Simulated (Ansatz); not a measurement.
Consider an atomisation energy of BGeH₆NSe, SMILES B[Se][GeH2][NH2] (Ansatz's Python interface).

`bgeh6nse.py`
```python
"""Energy to split BGeH6NSe into its atoms."""

from collections import Counter

import ansatz as az


def energy_of(molecule, charge=0, unpaired=0):
    calc = (
        molecule.calculation()
        .basis(gaussian="6-31G*")
        .functional("hf")
    )
    if charge:
        calc = calc.charge(charge)
    if unpaired:
        calc = calc.spin("collinear", total=unpaired)
    report = calc.run(threads=1, pin="off").report
    if report["published_state_doubts"]:
        print("  doubts:", report["published_state_doubts"])
    return report["free_energy_ev"]

geometry_ang = [
    ("B", (-1.2708, 0.8496, -1.2455)),
    ("Se", (-1.6886, -0.8547, -0.3294)),
    ("Ge", (0.5657, -1.076, 0.1941)),
    ("N", (1.1612, 0.2476, 1.4332)),
    ("H", (-1.0341, 0.8979, -2.4214)),
    ("H", (-1.3497, 1.9206, -0.6478)),
    ("H", (1.4793, -0.9272, -1.0731)),
    ("H", (0.8801, -2.459, 0.8236)),
    ("H", (0.414, 0.1901, 2.2715)),
    ("H", (0.9258, 1.16, 0.9977)),
]
mol = az.Crystal.molecule()
for symbol, xyz in geometry_ang:
    mol = mol.atom(symbol, xyz)

# unpaired electrons of the ground-state atoms
unpaired = {"B": 1, "Se": 2, "Ge": 2, "N": 3, "H": 1}
counts = Counter(site.symbol for site in mol.cartesian_sites)
atom_energy = {s: energy_of(az.Crystal.molecule().atom(s, (0, 0, 0)), 0, unpaired[s]) for s in counts}
whole = energy_of(mol, 0, 0)
for s, e in atom_energy.items():
    print(f"{s:2s} x{counts[s]}  {e:14.5f} eV")
print(f"BGeH6NSe: {whole:.5f} eV")
split = sum(counts[s] * e for s, e in atom_energy.items()) - whole
print(f"atomisation energy (no zero-point term): {96.485332 * split:.1f} kJ/mol, {split / sum(counts.values()):.3f} eV an atom")
```

What does it cost to take this molecule apart into atoms?

2046.8 kJ/mol from the electronic energies, without the zero-point term.

The run itself:

```console
$ python bgeh6nse.py
B  x1      -667.27862 eV
Se x1    -65294.44998 eV
Ge x1    -56464.65567 eV
N  x1     -1479.90327 eV
H  x6       -13.55761 eV
BGeH6NSe: -124008.84708 eV
atomisation energy (no zero-point term): 2046.8 kJ/mol, 2.121 eV an atom
```

What to keep in mind:
- Total energies depend on the basis set; only differences at equal settings carry meaning.
- The geometry is a force-field or estimated start, not a minimum of this method, and the basis set is short of its limit. All parts are taken at fixed geometry, without zero-point energy.
- Hartree-Fock leaves correlation out, so bond, atomisation and ionisation energies come out well too low.
- The spin-orbit lowering of heavy atoms is left out.
- Hardware and time: 7.3 s on 1 thread of Arm Neoverse N1, with other jobs on the host, peak memory 0.3 GiB.
